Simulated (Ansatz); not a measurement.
# PBE0/6-31G(d) (spherical functions) run of CH4BGaO2 (SMILES [OH][Ga]1[BH]O[CH2]1)

Aim: the vertical ionisation energy of CH4BGaO2 at PBE0/6-31G* (spherical functions), from 2 runs. 

The results are computed with Ansatz 0.2.0.

95 further runs of the same task are left out: 95 set aside as unsound or not needed. Runs told in other sessions of the task aren't counted.

## 1. Starting point

The species is CH4BGaO2 (9 atoms), meant as a singlet with charge 0. As SMILES, `[OH][Ga]1[BH]O[CH2]1`. Geometry: relaxed at PBE0-D4/def2-TZVP. This is one conformer, not always the lowest.

Bond lengths: O1–Ga2 1.783 Å, Ga2–B3 2.109 Å, B3–O4 1.344 Å, Ga2–C5 2.048 Å, O4–C5 1.464 Å, O1–H6 0.960 Å, B3–H7 1.194 Å, C5–H8 1.092 Å, C5–H9 1.092 Å. Some angles: O1–Ga2–B3 155.6°, O1–Ga2–C5 135.3°, B3–Ga2–C5 69.1°, Ga2–B3–O4 88.8°, B3–O4–C5 114.1°, Ga2–C5–O4 88.1°, Ga2–O1–H6 114.5°, Ga2–B3–H7 149.7°, O4–B3–H7 121.5°, Ga2–C5–H8 120.2°.

## 2. A single-point energy at PBE0/6-31G(d) (spherical functions)

Contents of molecule.yaml:

```yaml
crystal:
  periodic: [false, false, false]
  atoms:
    - symbol: O
      position_ang: [-0.140900, 2.668400, -0.180000]
    - symbol: Ga
      position_ang: [0.206000, 0.920500, -0.222600]
    - symbol: B
      position_ang: [1.299500, -0.808200, -0.735000]
    - symbol: O
      position_ang: [0.383300, -1.546100, -0.084800]
    - symbol: C
      position_ang: [-0.698300, -0.762500, 0.515200]
    - symbol: H
      position_ang: [-0.939100, 2.905000, 0.298100]
    - symbol: H
      position_ang: [2.237800, -1.312200, -1.273600]
    - symbol: H
      position_ang: [-0.704200, -0.956900, 1.589800]
    - symbol: H
      position_ang: [-1.644100, -1.108100, 0.092800]
basis:
  gaussian:
    orbitals: 6-31G_st_-spherical.json
hamiltonian:
  xc: pbe0
accuracy: high
output: {orbitals: {seedname: orbitals}}
```

The basis set 6-31G* is read from a file made from the Basis Set Exchange's data (not shown).

On the command line:

```console
ansatz run molecule.yaml --threads 1 --pin off --max-ram 2610MiB --events-out events.jsonl --progress --plain --runs-dir runs
```

What it wrote:

```text
Warning: RAYON_NUM_THREADS=1 ignored (pool sized by the plan → 1); use --threads N
Functional definition: PBE0
  name "PBE0"
  parameter a = 0.25
  parameter kappa = 0.804
  parameter beta = 0.06672455060314922
  exchange = (1 - a)*pbe_x(kappa = kappa, mu = beta*pi^2/3) + a*exact_x
  correlation = pbe_c(beta = beta)
2182 factors; integrals over basis functions are off by at most 8.8e-9 eV
mean field evaluation 1: about -58221.3908 eV, gradient 6.4e1 eV
mean field evaluation 2: about -58200.0502 eV, gradient 1.2e2 eV
mean field evaluation 4: about -58229.0448 eV, gradient 6.9e0 eV
mean field evaluation 8: about -58229.3641 eV, gradient 1.1e0 eV
mean field evaluation 16: about -58229.3671 eV, gradient 2.5e-4 eV
mean field -58229.36709189 eV, -2139.8897713442 hartree, gradient 1.1e-8 eV, S^2 0.000000; 0 other end points of the search recorded, 0 dependent functions left out
reference -58229.36709547 eV, -2139.8897714761 hartree; 31, 31 occupied and 65, 65 virtual orbitals, 2182 factors
Total energy: -58229.36709547 eV, -2139.8897714761 hartree
```

Run time: 13 s. Hardware: 1 thread of Arm Neoverse V1, shared host; peak memory 0.37 GiB.

## 3. The doublet cation, same level

Contents of in.yaml:

```yaml
crystal:
  periodic: [false, false, false]
  atoms:
    - {symbol: O, position_ang: [-0.140900, 2.668400, -0.180000]}
    - {symbol: Ga, position_ang: [0.206000, 0.920500, -0.222600]}
    - {symbol: B, position_ang: [1.299500, -0.808200, -0.735000]}
    - {symbol: O, position_ang: [0.383300, -1.546100, -0.084800]}
    - {symbol: C, position_ang: [-0.698300, -0.762500, 0.515200]}
    - {symbol: H, position_ang: [-0.939100, 2.905000, 0.298100]}
    - {symbol: H, position_ang: [2.237800, -1.312200, -1.273600]}
    - {symbol: H, position_ang: [-0.704200, -0.956900, 1.589800]}
    - {symbol: H, position_ang: [-1.644100, -1.108100, 0.092800]}
basis:
  gaussian:
    orbitals: 6-31G_st_-spherical.json
magnetization:
  spin_polarized: true
  initial_magnetization: 1
accuracy: high
output: {orbitals: {seedname: orbitals}}
total_charge: 1
hamiltonian:
  xc: pbe0
```

The basis set 6-31G* is read from a file made from the Basis Set Exchange's data (not shown).

On the command line:

```console
ansatz run in.yaml --threads 1 --pin off --max-ram 2610MiB --events-out events.jsonl --progress --plain --runs-dir runs
```

What it wrote, cut to the lines that bear on the results:

```text
Warning: RAYON_NUM_THREADS=1 ignored (pool sized by the plan → 1); use --threads N
[... 7 set-up lines as earlier in the session ...]
2182 factors; integrals over basis functions are off by at most 8.8e-9 eV
mean field evaluation 1: about -58202.9641 eV, gradient 6.7e1 eV
mean field evaluation 2: about -58104.6844 eV, gradient 1.5e2 eV
mean field evaluation 4: about -58219.2098 eV, gradient 1.5e1 eV
mean field evaluation 8: about -58220.4123 eV, gradient 1.4e0 eV
mean field evaluation 16: about -58220.4253 eV, gradient 1.5e-2 eV
mean field evaluation 32: about -58220.4253 eV, gradient 8.3e-7 eV
mean field -58220.42529191 eV, -2139.5611662560 hartree, gradient 6.9e-8 eV, S^2 0.760926; 2 other end points of the search recorded, 0 dependent functions left out
reference -58220.42529541 eV, -2139.5611663847 hartree; 31, 30 occupied and 65, 66 virtual orbitals, 2182 factors
Total energy: -58220.42529541 eV, -2139.5611663847 hartree
```

Wall time 29 s (1 thread of Arm Neoverse V1, shared host); peak memory 0.55 GiB.

## 4. Results

Level: PBE0/6-31G* (spherical functions).

| quantity | value |
| --- | --- |
| singlet CH4BGaO2: total energy | -2139.88977 Eh |
| singlet CH4BGaO2: HOMO energy | -6.77 eV |
| singlet CH4BGaO2: LUMO energy | -1.61 eV |
| singlet CH4BGaO2: HOMO–LUMO gap | 5.16 eV |
| doublet cation: total energy | -2139.56117 Eh |
| doublet cation: HOMO energy (highest over α and β) | -13.79 eV |
| doublet cation: LUMO energy (lowest over α and β) | -11.09 eV |
| doublet cation: ⟨S²⟩ | 0.761 |
| vertical ionisation energy (to the doublet cation) | 8.942 eV |

The vertical ionisation energy comes to 8.94 eV (206 kcal/mol). The negative HOMO energy of the first species, 6.77 eV, lies 2.17 eV below that difference.
